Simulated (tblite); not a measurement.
# C5H9GaN2: the cost of one run

Programs: tblite 0.8.0 and PySCF 2.14.0, with density-fitted response routines of our own. Each step states its level of theory. These are calculated values for one molecule in the gas phase, unless marked as measured. Atoms count from 0, in the outputs and in this text.

**1. The molecule as given**

17 atoms, charge 0, multiplicity 1; geometry from: force field or distance geometry start.

Bonds of the start (Å): C0–C1 1.19, C1–Ga2 1.96, Ga2–C3 2.00, C3–N4 1.44, Ga2–N5 1.85, N5–C6 1.16, C6–C7 1.47, C0–H8 1.06, Ga2–H9 1.61, C3–H10 1.11, C3–H11 1.13, N4–H12 1.05, N4–H13 1.05, C7–H14 1.11, C7–H15 1.10, C7–H16 1.11.

**2. Relaxing the molecule with GFN2-xTB**

The job: settings as JSON, then the geometry in Å.

```
{"job": {"kind": "relax", "xc": "GFN2-xTB", "basis": "xTB"}, "charge": 0, "multiplicity": 1}
C     -1.646700     3.003500    -0.861200
C     -1.333800     2.093400    -0.160300
Ga    -0.792600     0.600700     0.997200
C     -1.930200    -0.988100     0.560900
N     -1.750300    -1.380000    -0.817300
N      0.989300     0.193100     0.686400
C      2.106600    -0.059900     0.493500
C      3.517300    -0.383300     0.258600
H     -1.936900     3.808800    -1.482600
H     -1.010800     1.011800     2.541800
H     -2.995100    -0.729500     0.747600
H     -1.649100    -1.838200     1.242500
H     -2.397500    -2.178000    -1.009100
H     -0.771500    -1.745000    -0.938600
H      3.573400    -1.306000    -0.350000
H      3.991800     0.448300    -0.280800
H      4.028800    -0.539700     1.227100
```

Run with:

```console
OMP_NUM_THREADS=1 python probes_run.py task.json out
```

One launch serves the whole session: the jobs run in the order shown.

Q: Estimate the wall time and peak memory of this first job on 1 thread of Intel Xeon at 2.50GHz, shared host.

About 4.7 s, with a peak of 0.18 GiB.
